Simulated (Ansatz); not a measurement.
**GaNH+ (triplet): from Hartree-Fock to the top rungs, cc-pVDZ**

An exercise on one series of results from a longer session: the logs are not shown, and one member is left open.

Program: Ansatz 0.2.0, Gaussian basis. Level of theory: cc-pVDZ, core rule «outside noble gas», up to 15 orbitals frozen. These are calculated values, not measurements.

The runs, in order: UHF; CCSD(T) on ROHF; CCSD(T) on UHF; BCCD(T) on ROHF; CISD; CCSDT(Q) on ROHF; CCSDT(Q) on UHF.

21 further runs of the same task are left out: 8 for a known fault of the program, 3 that didn't finish, 10 set aside as unsound or not needed.

## The geometry

The geometry is a PBE0/def2-TZVP stationary point (not a proven minimum) of the parent state, kept for this charge and spin. No spin-orbit coupling is included. The filled d shell of Ga may be among the frozen orbitals whatever the setting's name suggests; the logs give the count.

3 atoms, charge 1, spin multiplicity 3.

Atoms are counted from 1 here; the program's logs count them from 0.

Bond lengths: N1–Ga2 2.059 Å, N1–H3 1.033 Å. Angles: Ga2–N1–H3 103.2°.

The first run:

in.yaml reads:

```yaml
crystal:
  periodic: [false, false, false]
  atoms:
    - {symbol: N, position_ang: [0.000000, -0.129588, 1.686081]}
    - {symbol: Ga, position_ang: [0.000000, 0.013637, -0.367511]}
    - {symbol: H, position_ang: [0.000000, 0.857448, 1.991733]}
basis:
  gaussian: {orbitals: cc-pVDZ}
total_charge: 1
magnetization: {spin_polarized: true, initial_magnetization: 2}
hamiltonian: {xc: hf}
output: {orbitals: {seedname: orbitals}}
```

On the command line:

```console
$ ansatz run in.yaml --threads 1 --pin off --events-out ev --progress --plain --max-ram 2393MiB
```

Steps of the session up to this table: UHF; CCSD(T) on ROHF; CCSD(T) on UHF; BCCD(T) on ROHF; CISD; CCSDT(Q) on ROHF; CCSDT(Q) on UHF.

One table of the session follows, with a row left open; its other results are not shown here.

It belongs to the step «Misses and costs». 

| method | from UCCSDT(Q) (meV) |
| --- | --- |
| ROHF | +5125.1 |
| UHF | +4803.2 |
| RMP2 | ? |
| UMP2 | +1011.6 |
| RCCSD | +145.5 |
| UCCSD | +136.0 |
| RCCSD(T) | +37.9 |
| UCCSD(T) | +31.8 |
| BCCD(T) | +36.6 |
| RCCSDT | +13.3 |
| UCCSDT | +8.0 |
| RCCSDT(Q) | +5.5 |
| UCCSDT(Q) | 0 |

Q: Estimate the row for RMP2 from the others.

**Answer.** from UCCSDT(Q) (meV): +1071.4. In the column «from UCCSDT(Q) (meV)» it lies between UMP2 (+1011.6) and UHF (+4803.2).

Not comparable, so not listed: CISD (they don't share determinant, frozen orbitals or solution with the rows shown, or repeat one).

To keep in mind: Restricted and unrestricted rows rest on different reference determinants; where their highest levels disagree by more than a few hundredths of an eV, they describe different states and don't form one ladder.
